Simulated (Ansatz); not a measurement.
# GeH₃ radical: basis-set convergence

One table from this session's results is given with a row withheld; the runs are named, their logs left out.

The runs use Ansatz 0.2.0, Gaussian basis; one geometry, several basis sets.

Plan: PBE0-D4/def2-SVP; ωB97M-V/def2-SVP; PBE0-D4/def2-QZVPP; ωB97M-V/def2-QZVPP; the functionals' def2-TZVPP values are taken from earlier runs.

### Structure used throughout

An earlier PBE0-D4 in a triple-zeta def2 set relaxation fixed the geometry.

SMILES `[GeH3]`, 4 atoms, charge 0, spin multiplicity 2.

Atoms are counted from 1 here; the program's logs count them from 0.

Bond lengths: Ge1–H2 1.539 Å, Ge1–H3 1.539 Å, Ge1–H4 1.539 Å. Angles: H2–Ge1–H3 111.1°, H2–Ge1–H4 111.1°, H3–Ge1–H4 111.1°.

Geometry (Å):

```xyz
4
charge 0, multiplicity 2
Ge    0.2146   -0.1259   -0.2494
H     1.0550    0.1096    1.0183
H    -0.8828   -1.1759   -0.0001
H    -0.3868    1.1922   -0.7688
```

The first run:

in.yaml

```yaml
crystal:
  periodic: [false, false, false]
  atoms:
    - {symbol: Ge, position_ang: [0.214577, -0.125905, -0.249397]}
    - {symbol: H, position_ang: [1.055031, 0.109610, 1.018261]}
    - {symbol: H, position_ang: [-0.882773, -1.175870, -0.000057]}
    - {symbol: H, position_ang: [-0.386834, 1.192155, -0.768808]}
basis:
  gaussian: {orbitals: def2-SVP}
magnetization: {spin_polarized: true, initial_magnetization: 1}
hamiltonian: {xc: pbe0, dispersion: d4}
output: {orbitals: {seedname: orbitals}}
```

Command:

```console
ansatz run in.yaml --threads 2 --pin off --events-out ev --progress --plain --max-ram 32768MiB --backend cpu
```

Among the steps run: PBE0-D4 in def2-SVP; ωB97M-V in def2-SVP; PBE0-D4 in def2-QZVPP; ωB97M-V in def2-QZVPP.

One of the session's tables, all rows but one given; the rest of the session is left out.

It belongs to the step «Functionals by basis». 

| functional | basis | HOMO (eV) | LUMO (eV) |
| --- | --- | --- | --- |
| PBE0-D4 | def2-SVP | -6.27 | -2.70 |
| PBE0-D4 | def2-TZVPP | -6.29 | -2.73 |
| PBE0-D4 | def2-QZVPP | ? | ? |
| ωB97M-V | def2-SVP | -8.22 | -0.83 |
| ωB97M-V | def2-TZVPP | -8.26 | -0.92 |
| ωB97M-V | def2-QZVPP | -8.28 | -1.05 |

Estimate the missing values for PBE0-D4, def2-QZVPP.

**Answer.** HOMO (eV): -6.31; LUMO (eV): -2.78. In the column «HOMO (eV)» it lies between ωB97M-V, def2-SVP (-8.22) and PBE0-D4, def2-TZVPP (-6.29).
